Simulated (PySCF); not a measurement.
**A diatomic session: LiGa**

An exercise on one series of results from a longer session: the logs are not shown, and one member is left open.

Computed with PySCF 2.14.0. Level: Li pcseg-1, Ga pcseg-1, no relativity.

The first run:

Settings of the job:

```json
{
  "atoms": "Li, Ga",
  "charge": "0",
  "basis": "Li pcseg-1, Ga pcseg-1",
  "Hamiltonian": "no relativity",
  "basis functions": "36",
  "electrons treated": "34",
  "masses in u": "7.0160, 68.9256",
  "levels": "PBE0, PBE, r²SCAN, BP86, B97-3, B3LYP, LC-ωPBE, HF, MP2, SCS-MP2, CCSD, CCSD(T)",
  "grid": "80 radial by 434 angular points",
  "occupations": "held fixed by the projection of orbital angular momentum",
  "dissociation limit": "Li + Ga, each in its ground configuration",
  "starting distance in angstrom": "2.490",
  "values of 2S to try": "0, 2"
}
```

The run is started by

```sh
$ OMP_NUM_THREADS=1 python dia.py task.json out
```

Among the steps run: The job; PBE0 along the bond; Higher solutions at PBE0; PBE; r²SCAN (meta-GGA); BP86 (GGA); B97-3; B3LYP (global hybrid GGA); LC-ωPBE (range-separated hybrid); RHF (mean field); Adding correlation.

One of the session's tables, all rows but one given; the rest of the session is left out.

It belongs to the step «The curves together». Energy (eV) from each level's lowest point:

| R (Å) | RHF | RHF-MP2 | RHF-SCS-MP2 | RHF-CCSD | RHF-CCSD(T) |
| --- | --- | --- | --- | --- | --- |
| 2.478 | 0.275 | 0.242 | 0.247 | n/a | n/a |
| 2.593 | 0.136 | 0.115 | 0.119 | 0.107 | 0.105 |
| 2.708 | ? | ? | ? | ? | ? |
| 2.795 | 0.016 | 0.011 | 0.012 | 0.010 | 0.010 |
| 2.881 | 0.000 | 0.000 | 0.000 | 0.000 | 0.000 |
| 2.967 | 0.000 | 0.004 | 0.003 | 0.003 | 0.003 |
| 3.083 | 0.020 | 0.028 | 0.024 | 0.024 | 0.023 |
| 3.227 | 0.070 | 0.080 | 0.073 | 0.069 | 0.067 |
| 3.400 | 0.154 | 0.164 | 0.153 | 0.142 | 0.136 |
| 3.630 | 0.294 | 0.299 | 0.282 | n/a | n/a |

Estimate the missing values for R (Å) = 2.708.

Worked estimate for «RHF». A straight line through the neighbours (2.593, 0.136) and (2.795, 0.016) gives 0.136 + (0.016 − 0.136) × (2.708 − 2.593) / (2.795 − 2.593) = 0.068; a parabola fitted to 4 rows on both sides gives 0.050.

As computed: RHF: 0.051; RHF-MP2: 0.040; RHF-SCS-MP2: 0.043; RHF-CCSD: 0.038; RHF-CCSD(T): 0.037. In «RHF» the line misses by +0.017 and the parabola by -0.001.
